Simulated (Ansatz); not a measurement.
# SnGe18H3: the cost of one run

Method: DFT LDA, scalar-relativistic, plane waves, PAW, in Ansatz 0.2.0.

## (1) The starting structure

Symmetry: P3m1, No. 156, trigonal system. The conventional cell has a = 12.002 Å, b = 12.002 Å, c = 24.700 Å, α = 90.00°, β = 90.00°, γ = 120.00°. Ge (site symmetry m) is surrounded by 1 H at 1.50 Å. Around Ge (site symmetry m) lie 4 Ge at 2.45 to 2.47 Å. Ge (site symmetry m) is surrounded by 4 Ge at 2.44 to 2.49 Å. Around Ge (site symmetry 3m) lie 4 Ge at 2.38 to 2.44 Å. Ge (site symmetry 3m) has 4 Ge at 2.38 to 2.48 Å as nearest neighbours. Ge (site symmetry m) is surrounded by 3 Ge at 2.48 to 2.53 Å. H (site symmetry m) has 1 Ge at 1.50 Å as nearest neighbours. Only part of the 26 independent sites is listed.

As a file:

```cif
data_structure
_symmetry_space_group_name_H-M 'P3m1'
_symmetry_Int_Tables_number 156
_cell_length_a 12.0024
_cell_length_b 12.0024
_cell_length_c 24.7000
_cell_angle_alpha 90.000
_cell_angle_beta 90.000
_cell_angle_gamma 120.000
_cell_volume 3081.52
loop_
_atom_site_label
_atom_site_type_symbol
_atom_site_symmetry_multiplicity
_atom_site_Wyckoff_symbol
_atom_site_fract_x
_atom_site_fract_y
_atom_site_fract_z
_atom_site_occupancy
Ge1 Ge 3 d 0.11111 0.88889 0.34413 1
Ge2 Ge 3 d 0.22222 0.11111 0.37719 1
Ge3 Ge 3 d 0.22707 0.11354 0.47734 1
Ge4 Ge 1 a 0.00000 0.00000 0.50312 1
Ge5 Ge 1 a 0.00000 0.00000 0.59949 1
Ge6 Ge 3 d 0.09996 0.90004 0.65436 1
H1 H 3 d 0.11111 0.88889 0.28340 1
Ge7 Ge 3 d 0.22222 0.44444 0.37719 1
Ge8 Ge 3 d 0.22003 0.44006 0.47709 1
Ge9 Ge 6 e 0.00121 0.33257 0.51782 1
Ge10 Ge 6 e 0.00752 0.33653 0.62122 1
Ge11 Ge 3 d 0.11111 0.55556 0.34413 1
Ge12 Ge 3 d 0.13279 0.56640 0.65473 1
H2 H 3 d 0.11111 0.55556 0.28340 1
Ge13 Ge 3 d 0.44444 0.22222 0.34413 1
Ge14 Ge 3 d 0.55556 0.44444 0.37719 1
Ge15 Ge 3 d 0.55094 0.44906 0.47822 1
Ge16 Ge 3 d 0.45459 0.22729 0.64467 1
H3 H 3 d 0.44444 0.22222 0.28340 1
Ge17 Ge 1 b 0.33333 0.66667 0.50347 1
Ge18 Ge 1 b 0.33333 0.66667 0.60010 1
Ge19 Ge 1 c 0.66667 0.33333 0.49819 1
Ge20 Ge 1 c 0.66667 0.33333 0.59757 1
Sn1 Sn 1 b 0.33333 0.66667 0.73497 1
Sn2 Sn 1 a 0.00000 0.00000 0.73494 1
Sn3 Sn 1 c 0.66667 0.33333 0.71508 1
```

## (2) Relaxing the atoms: Sn3Ge54H9 slab, no spin

Contents of input.yaml:

```yaml
crystal:
  lattice:
    - [12.002431, 2.887e-07, 0.0]
    - [6.001215, 10.39441, 0.0]
    - [0.0, 0.0, 24.699958]
  atoms:
    - { symbol: Ge, position: [-1.111e-07, 2.222e-07, 0.34413] }
    - { symbol: Ge, position: [0.111111, 0.111111, 0.377193] }
    - { symbol: Ge, position: [0.115961, 0.108686, 0.477341] }
    - { symbol: Ge, position: [0.888889, 0.222222, 0.503116] }
    - { symbol: Ge, position: [0.888889, 0.222222, 0.599491] }
    - { symbol: Ge, position: [-0.011147, 0.022294, 0.654362] }
    - { symbol: H, position: [-1.111e-07, 2.222e-07, 0.283401] }
    - { symbol: Ge, position: [-1.111e-07, 0.333333, 0.34413] }
    - { symbol: Ge, position: [0.111111, 0.444444, 0.377193] }
    - { symbol: Ge, position: [0.10892, 0.442253, 0.477089] }
    - { symbol: Ge, position: [0.890097, 0.553588, 0.517823] }
    - { symbol: Ge, position: [0.896404, 0.551241, 0.621216] }
    - { symbol: Ge, position: [-0.011147, 0.322187, 0.654362] }
    - { symbol: H, position: [-1.111e-07, 0.333333, 0.283401] }
    - { symbol: Ge, position: [-1.111e-07, 0.666667, 0.34413] }
    - { symbol: Ge, position: [0.111111, 0.777778, 0.377193] }
    - { symbol: Ge, position: [0.10892, 0.78216, 0.477089] }
    - { symbol: Ge, position: [0.890097, 0.889649, 0.517823] }
    - { symbol: Ge, position: [0.896404, 0.885688, 0.621216] }
    - { symbol: Ge, position: [0.021682, 0.655826, 0.65473] }
    - { symbol: H, position: [-1.111e-07, 0.666667, 0.283401] }
    - { symbol: Ge, position: [0.333333, 5.56e-08, 0.34413] }
    - { symbol: Ge, position: [0.444444, 0.111111, 0.377193] }
    - { symbol: Ge, position: [0.439828, 0.120343, 0.47822] }
    - { symbol: Ge, position: [0.220255, 0.22343, 0.517823] }
    - { symbol: Ge, position: [0.217908, 0.229738, 0.621216] }
    - { symbol: Ge, position: [0.343476, -0.0050715, 0.644665] }
    - { symbol: H, position: [0.333333, 5.56e-08, 0.283401] }
    - { symbol: Ge, position: [0.333333, 0.333333, 0.34413] }
    - { symbol: Ge, position: [0.444445, 0.444444, 0.377193] }
    - { symbol: Ge, position: [0.448827, 0.442253, 0.477089] }
    - { symbol: Ge, position: [0.222222, 0.555556, 0.503466] }
    - { symbol: Ge, position: [0.222222, 0.555556, 0.600098] }
    - { symbol: Ge, position: [0.322493, 0.355015, 0.65473] }
    - { symbol: H, position: [0.333333, 0.333333, 0.283401] }
    - { symbol: Ge, position: [0.333333, 0.666667, 0.34413] }
    - { symbol: Ge, position: [0.444444, 0.777778, 0.377193] }
    - { symbol: Ge, position: [0.439828, 0.773162, 0.47822] }
    - { symbol: Ge, position: [0.220255, 0.889649, 0.517823] }
    - { symbol: Ge, position: [0.217908, 0.885688, 0.621216] }
    - { symbol: Ge, position: [0.322493, 0.655826, 0.65473] }
    - { symbol: H, position: [0.333333, 0.666667, 0.283401] }
    - { symbol: Ge, position: [0.666667, 5.56e-08, 0.34413] }
    - { symbol: Ge, position: [0.777778, 0.111111, 0.377193] }
    - { symbol: Ge, position: [0.775353, 0.108686, 0.477341] }
    - { symbol: Ge, position: [0.556316, 0.22343, 0.517823] }
    - { symbol: Ge, position: [0.552354, 0.229738, 0.621216] }
    - { symbol: Ge, position: [0.661595, -0.0050715, 0.644665] }
    - { symbol: H, position: [0.666667, 5.56e-08, 0.283401] }
    - { symbol: Ge, position: [0.666667, 0.333333, 0.34413] }
    - { symbol: Ge, position: [0.777778, 0.444444, 0.377193] }
    - { symbol: Ge, position: [0.775353, 0.449294, 0.477341] }
    - { symbol: Ge, position: [0.556316, 0.553588, 0.517823] }
    - { symbol: Ge, position: [0.552354, 0.551241, 0.621216] }
    - { symbol: Ge, position: [0.68896, 0.322187, 0.654362] }
    - { symbol: H, position: [0.666667, 0.333333, 0.283401] }
    - { symbol: Ge, position: [0.666667, 0.666667, 0.34413] }
    - { symbol: Ge, position: [0.777778, 0.777778, 0.377193] }
    - { symbol: Ge, position: [0.78701, 0.773162, 0.47822] }
    - { symbol: Ge, position: [0.555556, 0.888889, 0.498191] }
    - { symbol: Ge, position: [0.555556, 0.888889, 0.597568] }
    - { symbol: Ge, position: [0.661595, 0.67681, 0.644665] }
    - { symbol: H, position: [0.666667, 0.666667, 0.283401] }
    - { symbol: Sn, position: [0.222222, 0.555556, 0.734974] }
    - { symbol: Sn, position: [0.888889, 0.222222, 0.734942] }
    - { symbol: Sn, position: [0.555556, 0.888889, 0.715082] }
scf:
  occupations: { method: gaussian, width: 0.01 }
output:
  forces: true
  write_density: true
  write_potential: true
  elf: true
  volumetric_format: npy
hamiltonian:
  xc: lda
kpoints:
  mp_grid: { grid: [4, 4, 1] }
efield:
  axis: 3
  dipole_correction: true
relax:
  f_tol: 0.003
  max_steps: 120
  constraints:
    - { sites: [0, 1, 6, 7, 8, 13, 14, 15, 20, 21, 22, 27, 28, 29, 34, 35, 36, 41, 42, 43, 48, 49, 50, 55, 56, 57, 62] }
```

Command:

```
$ ansatz run input.yaml --threads 8 --pin off --max-ram 15360MiB --backend cpu --events-out ev --progress --plain --runs-dir out
```

What time and memory should one allow on 8 threads of Intel Xeon Platinum 8259CL at 2.50GHz (Skylake/Cascade Lake), shared host?

About 25 min, with a peak of 10 GiB.
